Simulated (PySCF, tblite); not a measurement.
# C8H11FSi: geometry, infrared bands and NMR shifts

Wanted: the infrared bands and NMR shifts of C8H11FSi (`C=C[C@@H]1C=C([SiH2]F)C=CC1`), by calculation.

Computed with tblite 0.8.0 and PySCF 2.14.0, with density-fitted response routines of our own, on a single molecule in the gas phase. Atoms count from 0, in the outputs and in this text.

## 1. Starting geometry

21 atoms, charge 0, multiplicity 1; geometry from: force field or distance geometry start.

Bonds of the start (Å): C0–C1 1.33, C1–C2 1.51, C2–C3 1.44, C3–C4 1.31, C4–Si5 1.85, Si5–F6 1.67, C4–C7 1.46, C7–C8 1.30, C8–C9 1.47, C9–C2 1.47, C0–H10 1.09, C0–H11 1.09, C1–H12 1.11, C2–H13 1.15, C3–H14 1.11, Si5–H15 1.46, Si5–H16 1.47, C7–H17 1.07, C8–H18 1.11, C9–H19 1.14, C9–H20 1.14.

## 2. Relaxing the molecule with GFN2-xTB

Job settings and geometry (Å):

```
{"job": {"kind": "relax", "xc": "GFN2-xTB", "basis": "xTB"}, "charge": 0, "multiplicity": 1}
C     -2.517500    -2.121200    -0.108500
C     -1.782800    -1.170200     0.465000
C     -0.919300    -0.237400    -0.354600
C      0.484500    -0.500000    -0.159900
C      1.442000     0.321900     0.185000
Si     3.195400    -0.246500     0.389100
F      3.286200    -1.265300     1.703100
C      1.079300     1.721700     0.373400
C     -0.173700     2.033400     0.201700
C     -1.304100     1.170400    -0.159900
H     -2.564000    -2.256100    -1.188300
H     -3.136400    -2.793000     0.492500
H     -1.763900    -1.056100     1.565100
H     -1.241700    -0.523100    -1.423700
H      0.805900    -1.551600    -0.286000
H      3.597300    -0.885200    -0.855900
H      3.991900     0.981400     0.541900
H      1.796700     2.462400     0.640700
H     -0.422500     3.107700     0.360700
H     -1.795400     1.534600    -1.117700
H     -2.066900     1.289400     0.676700
```

Launch:

```
$ OMP_NUM_THREADS=1 python probes_run.py task.json out
```

One launch serves the whole session: the jobs run in the order shown.

**Question.** This job is followed by: GFN2-xTB harmonic vibrations, gas phase; GIAO PBE0/pcSseg-1 NMR shielding, non-relativistic, gas phase. Predict these results of the whole session: strongest single infrared mode (GFN2-xTB); zero-point energy (GFN2-xTB); 13C shifts against TMS (PBE0/pcSseg-1); 1H shifts against TMS (PBE0/pcSseg-1); 29Si shifts against TMS (PBE0/pcSseg-1); 19F shifts against CFCl3 (PBE0/pcSseg-1).

**Answer**, as computed:

| quantity | value |
| --- | --- |
| strongest single infrared mode (GFN2-xTB) | 2294 cm⁻¹, 406 km/mol |
| zero-point energy (GFN2-xTB) | 100.7 kcal/mol |
| 13C shifts against TMS (PBE0/pcSseg-1) | 151.5, 151.3, 135.5, 134.1, 128.8, 122.6, 45.9, 32.5 ppm |
| 1H shifts against TMS (PBE0/pcSseg-1) | 6.38, 6.22, 6.16, 6.00, 5.47, 5.42, 5.37, 5.33, 3.05, 2.18, 2.14 ppm |
| 29Si shifts against TMS (PBE0/pcSseg-1) | -9.2 ppm |
| 19F shifts against CFCl3 (PBE0/pcSseg-1) | -236.4 ppm |

What this shows: The optimisation took 155 steps and gained 0.785 eV; among the close pairs (by a distance rule), C2–C3 changed most, from 1.441 to 1.507 Å. No mode is imaginary among the 57: a minimum at this level. The strongest single mode, at 2294 cm⁻¹, moves mainly H16 and H15. GFN2-xTB is a fitted tight-binding method: band positions and strengths are rough. Its intensities can rank the bands wrongly.
